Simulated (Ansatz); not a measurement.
# H3MoNOS2: a ladder of functionals and wavefunction methods

An exercise on one series of results from a longer session: the logs are not shown, and one member is left open.

Computed with Ansatz 0.2.0, Gaussian basis. Level: functionals in def2-TZVPP, the program's frozen cores in correlated methods.

The runs, in order: LDA (SPW92), PBE-D4, revPBE-D4, BLYP-D4, r2SCAN-D4, B97M-V, PBE0-D4, B3LYP-D4, r2SCANh-D4, r2SCAN0-D4, HSE06-D4, BHLYP-D4, CAM-B3LYP-D4, LC-ωPBE, ωB97X-V, ωB97M-V, B2PLYP, PBE-QIDH; CCSD(T)/def2-SVP; CCSD(T)/def2-TZVPP; MP2/def2-QZVPP; extrapolation to the limit; RPA on PBE.

## The geometry

An earlier PBE0-D4 in a triple-zeta def2 set relaxation fixed the geometry. Mo takes the def2 core potential; no spin-orbit term is included.

SMILES `[NH2][Mo]([OH])(=[S])=[S]`, 8 atoms, charge 0, spin multiplicity 1.

Atoms are counted from 1 here; the program's logs count them from 0.

Bond lengths: N1–Mo2 1.907 Å, N1–H6 1.009 Å, N1–H7 1.009 Å, Mo2–O3 1.870 Å, Mo2–S4 2.102 Å, Mo2–S5 2.102 Å, O3–H8 0.961 Å. Angles: Mo2–N1–H6 123.4°, Mo2–N1–H7 123.7°, H6–N1–H7 112.3°, N1–Mo2–O3 110.4°, N1–Mo2–S4 107.6°, N1–Mo2–S5 107.8°, O3–Mo2–S4 110.4°, O3–Mo2–S5 108.9°, S4–Mo2–S5 111.7°, Mo2–O3–H8 120.5°.

The first run:

The input, in.yaml:

```yaml
crystal:
  periodic: [false, false, false]
  atoms:
    - {symbol: N, position_ang: [-0.965509, 0.995246, 0.283295]}
    - {symbol: Mo, position_ang: [0.419908, -0.148688, -0.357221]}
    - {symbol: O, position_ang: [1.060027, -1.235758, 1.023535]}
    - {symbol: S, position_ang: [-0.389695, -1.324333, -1.899899]}
    - {symbol: S, position_ang: [1.989165, 1.067813, -1.048351]}
    - {symbol: H, position_ang: [-0.802010, 1.935736, 0.610309]}
    - {symbol: H, position_ang: [-1.948618, 0.784428, 0.200282]}
    - {symbol: H, position_ang: [0.728831, -2.131643, 1.132249]}
basis:
  gaussian: {orbitals: def2-TZVPP}
hamiltonian: {xc: lda}
output: {orbitals: {seedname: orbitals}}
```

On the command line:

```console
$ ansatz run in.yaml --threads 4 --pin off --events-out ev --progress --plain --max-ram 10444MiB
```

Steps of the session up to this table: LDA; PBE-D4 (GGA); revPBE-D4 (GGA); BLYP-D4 (GGA); r2SCAN-D4 (meta-GGA); B97M-V (meta-GGA); B3LYP-D4 (hybrid); r2SCANh-D4 (hybrid); r2SCAN0-D4 (hybrid); HSE06-D4 (hybrid); BHLYP-D4 (hybrid); CAM-B3LYP-D4 (range-separated); LC-ωPBE (range-separated); ωB97X-V (range-separated); ωB97M-V (range-separated); B2PLYP (double hybrid); PBE-QIDH (double hybrid).

One of the session's tables, all rows but one given; the rest of the session is left out.

It belongs to the step «Frontier levels by functional». 

```
  functional  HOMO (eV)  LUMO (eV)  gap (eV)
 LDA (SPW92)      -6.23      -3.81      2.42
      PBE-D4      -6.08      -3.65      2.43
   revPBE-D4      -6.03      -3.59      2.44
     BLYP-D4          ?          ?         ?
   r2SCAN-D4      -6.35      -3.67      2.69
      B97M-V      -6.41      -3.61      2.79
     PBE0-D4      -7.20      -3.03      4.17
    B3LYP-D4      -6.96      -3.18      3.78
  r2SCANh-D4      -6.76      -3.42      3.34
  r2SCAN0-D4      -7.37      -3.04      4.34
    HSE06-D4      -6.81      -3.40      3.41
    BHLYP-D4      -8.15      -2.23      5.92
CAM-B3LYP-D4      -8.38      -2.01      6.36
     LC-ωPBE      -9.67      -1.07      8.60
     ωB97X-V      -9.34      -1.08      8.26
     ωB97M-V      -9.18      -1.07      8.11
```

Q: Estimate the row for BLYP-D4 from the others.

Worked estimate for «HOMO (eV)». Against the share of exact exchange, B3LYP-D4 (0.2, -6.96), BHLYP-D4 (0.5, -8.15) give a slope of -3.97 per unit share; at 0 the line stands at -6.17.

**Answer.** HOMO (eV): -5.90; LUMO (eV): -3.50; gap (eV): 2.40. In «HOMO (eV)» the line misses by -0.27.
